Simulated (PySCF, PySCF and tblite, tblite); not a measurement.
**CH4BF2N: a path driven as rotation about a bond, and NMR exchange**

One table from this session's results is given with a row withheld; the runs are named, their logs left out.

Programs: PySCF 2.14.0 with density-fitted response routines of our own, and tblite 0.8.0. All values are computed, except where a source is named. Atoms count from 0 throughout.

### The starting structure

9 atoms, charge 0, multiplicity 1; geometry from: force field or distance geometry start.

Bonds of the start (Å): B2–F3 1.46, B2–F4 1.45, C0–H5 1.10, C0–H6 1.11, C0–H7 1.11, C0–N1 1.48, N1–B2 1.52, N1–H8 1.03.

The first run:

What the job is given:

```
{"job": {"xc": "GFN2-xTB", "basis": "xTB", "kind": "relax"}, "charge": 0, "multiplicity": 1}
C      1.086500    -0.294900    -0.101700
N      0.064900     0.764700    -0.239200
B     -1.338400     0.175800    -0.179500
F     -2.483600     1.070800    -0.319100
F     -1.574600    -1.239600     0.015900
H      2.084200     0.163200    -0.152200
H      0.991900    -1.031300    -0.930000
H      0.990400    -0.799300     0.886400
H      0.192200     1.196700    -1.169800
```

On the command line:

```bash
> OMP_NUM_THREADS=1 python ens_run.py task.json out
```

The driver reads the study from task.json and runs its stages one after another.

Steps of the session up to this table: GFN2-xTB relaxation, start minimum; Relaxed scan, rotation; Nudged elastic band, leg 1; Saddle search, leg 1; Saddle search, other pyramid; DFT refinement, start: B3LYP-D3(BJ)/def2-SVP; Shieldings, start: PBE0/pcSseg-1; Shieldings, saddle of leg 1: PBE0/pcSseg-1; Barriers, rates and exchange; Nudged elastic band, band settings drawn wide; Shieldings, start: B97-D/pcSseg-1; Single-point energy, saddle of leg 1: B97-D/pcSseg-1; Second level: B97-D/pcSseg-1 + D3(BJ).

One table of the session follows, with a row left open; its other results are not shown here.

Barriers by level (kcal/mol; entropies in cal/(mol K)). Zero-point and thermal terms come from xTB in every row. ΔG‡ leaves symmetry out; the rate counts equivalent paths (a factor of 4); effective ΔG‡, where given, is the barrier that would give that rate by Eyring's equation alone:

```
                  level    ΔE‡  with zero-point    ΔH‡  ΔG‡ (298 K)  k at 298 K (1/s)
               GFN2-xTB  20.23            19.18  18.93        19.37              0.16
  B3LYP-D3(BJ)/def2-SVP  20.11            19.06  18.81        19.25              0.19
 PBE0/pcSseg-1 + D3(BJ)  21.08            20.04  19.78        20.23             0.037
B97-D/pcSseg-1 + D3(BJ)      ?                ?      ?            ?                 ?
```

Estimate the missing values for B97-D/pcSseg-1 + D3(BJ).

The run gave: ΔE‡: 20.17; with zero-point: 19.13; ΔH‡: 18.87; ΔG‡ (298 K): 19.32; k at 298 K (1/s): 0.17. In the column «ΔE‡» it lies between B3LYP-D3(BJ)/def2-SVP (20.11) and GFN2-xTB (20.23).
